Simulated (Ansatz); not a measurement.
Working through Fermi-surface readings of LiIn3, space group Pm-3m

With Ansatz 0.2.0, Python API.

Notebook, run cell by cell (the value of a cell's last expression is shown):

In [1]:
```python
import ansatz as az
import numpy as np

XC = "pbesol"
K_SPACING = 0.32
SMEARING = "fermi_dirac"
```

In [2]:
```python
vectors = np.array([
    [4.49285, 0.0, 0.0],
    [0.0, 4.49285, 0.0],
    [0.0, 0.0, 4.49285],
])
liin3 = (
    az.Lattice.of(vectors)
    .atom("Li", (0.5, 0.5, 0.5))
    .atom("In", (0.5, 0.0, 0.0))
    .atom("In", (0.0, 0.5, 0.0))
    .atom("In", (0.0, 0.0, 0.5))
)

len(liin3.resolved().sites)
```
Out [2]:
```text
4
```

In [3]:
```python
calculation = (
    liin3.calculation()
    .functional(XC)
    .pseudopotentials("paw")
    .kpoints(spacing=K_SPACING)
    .occupations(SMEARING)
    .eigenstates(nscf_kmesh=(8, 8, 8), level_slopes=True)
)
surface = calculation.run(threads=1).fermi_surface().to_plain()
for way, reading in surface.items():
    if reading:
        rho_lambda = [f"{v:.3e}" for v in reading["resistivity_times_mean_free_path_ohm_m2"]]
        print(f"{way:24s} area {reading['spin_summed_area_per_ang2']:8.3f} 1/A^2  rho*lambda (ohm m^2) {rho_lambda}")
```
```text
DeckWarning: basis.ecutwfc = 420 eV, auto-derived from the records' recommended cutoffs: set by Li (normal level)
by_tetrahedra            area   38.950 1/A^2  rho*lambda (ohm m^2) ['7.849e-16', '7.849e-16', '7.849e-16']
by_slopes                area   28.442 1/A^2  rho*lambda (ohm m^2) ['1.075e-15', '1.075e-15', '1.075e-15']
on_every_second_point    area   26.582 1/A^2  rho*lambda (ohm m^2) ['1.150e-15', '1.150e-15', '1.150e-15']
```

Caveats:
- The mesh is modest for a metal, so energies can be off by several to tens of meV an atom and pressures by half a GPa or more; differences at equal mesh fare better.
- The structure comes from a database of computed cells and needn't be a stable or known phase.
- Warnings are shown shortened and without file and line.
- The three readings differ by the mesh error.
- Hardware and time: 5.1 s on 1 thread of Arm Neoverse V1, on a shared host, peak memory 0.38 GiB.
